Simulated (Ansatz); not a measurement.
# LuBi: how the settings move a single-point run

How sensitive is a single-point run of LuBi to its settings? A reference run comes first, then one run with altered input.

Computed with Ansatz 0.2.0 (reference: DFT, LDA, all-electron LAPW, scalar-relativistic, unless a step's input says otherwise).

## 1. The structure to begin with

The structure is cubic, space group Fm-3m (No. 225). Conventional cell: a = 5.990 Å, b = 5.990 Å, c = 5.990 Å, α = 90.00°, β = 90.00°, γ = 90.00°. Lu (site symmetry m-3m) is surrounded by 6 Bi at 2.99 Å. Around Bi (site symmetry m-3m) lie 6 Lu at 2.99 Å.

As a file:

```
Lu Bi
1.0
     0.00000    2.99492    2.99492
     2.99492    0.00000    2.99492
     2.99492    2.99492    0.00000
Lu Bi
1 1
Direct
  0.50000 0.50000 0.50000
  0.00000 0.00000 0.00000
```

## 2. Baseline

File input.yaml:

```yaml
crystal:
  lattice:
    - [0.0, 2.9949162, 2.9949162]
    - [2.9949162, 0.0, 2.9949162]
    - [2.9949162, 2.9949162, 0.0]
  atoms:
    - { symbol: Lu, position: [0.5, 0.5, 0.5] }
    - { symbol: Bi, position: [0.0, 0.0, 0.0] }
kpoints:
  mp_grid: { grid: [10, 10, 10] }
  band_path:
    path:
      - [0.0, 0.0, 0.0]
      - [0.5, 0.0, 0.5]
      - [0.625, 0.25, 0.625]
      - [0.375, 0.375, 0.75]
      - [0.0, 0.0, 0.0]
      - [0.5, 0.5, 0.5]
      - [0.5, 0.25, 0.75]
      - [0.5, 0.0, 0.5]
    npoints: 6
scf:
  occupations: { method: fermi_dirac, width: 0.05 }
hamiltonian:
  xc: lda
  pseudopotentials: { kind: all_electron, lapw: { basis_error: 0.001 } }
output:
  forces: true
  stress: true
  eigenvalues: true
  populations: true
```

Launch:

```
> ansatz run input.yaml --threads 1 --pin off --max-ram 2048MiB --backend cpu --events-out ev --progress --plain --runs-dir out
```

## 3. Variant: mp_grid.grid [5, 5, 5]

Changes to input.yaml since step 2:

```diff
@@ -9,3 +9,3 @@
 kpoints:
-  mp_grid: { grid: [10, 10, 10] }
+  mp_grid: { grid: [5, 5, 5] }
   band_path:
```

Before running it: what results should come out? Wanted: for each run, ending; energy change; pressure; gap; force.

The runs gave:

```tsv
run	ending	energy change	pressure (GPa)	gap (eV)	force (eV/Å)	cycles	time
reference	converged	0	2.5	0.00	0.00	11	20 s
1: mp_grid.grid [5, 5, 5]	converged	+14.4 meV/atom	2.6	0.00	0.00	8	8.3 s
```

Residual by cycle in the longest SCF loop of each run; runs are numbered as in the table. The quantity is the density residual dr2, in eV.

```tsv
cycle	reference	run 1
1	0.427	0.456
2	0.221	0.0123
3	0.149	0.0138
4	0.0329	0.00529
5	0.0102	2.1e-4
6	4.0e-4	4.8e-6
7	1.2e-4	6.3e-8
8	4.8e-6	7.5e-10
9	7.7e-7	-
10	1.7e-7	-
11	9.0e-9	-
```

What this shows: Changing the k-point mesh moves the energy by +14.4 meV/atom. Sampling errors of the energy have no fixed sign. Cost: 8 SCF cycles against 11, 8.3 s against 20 s.
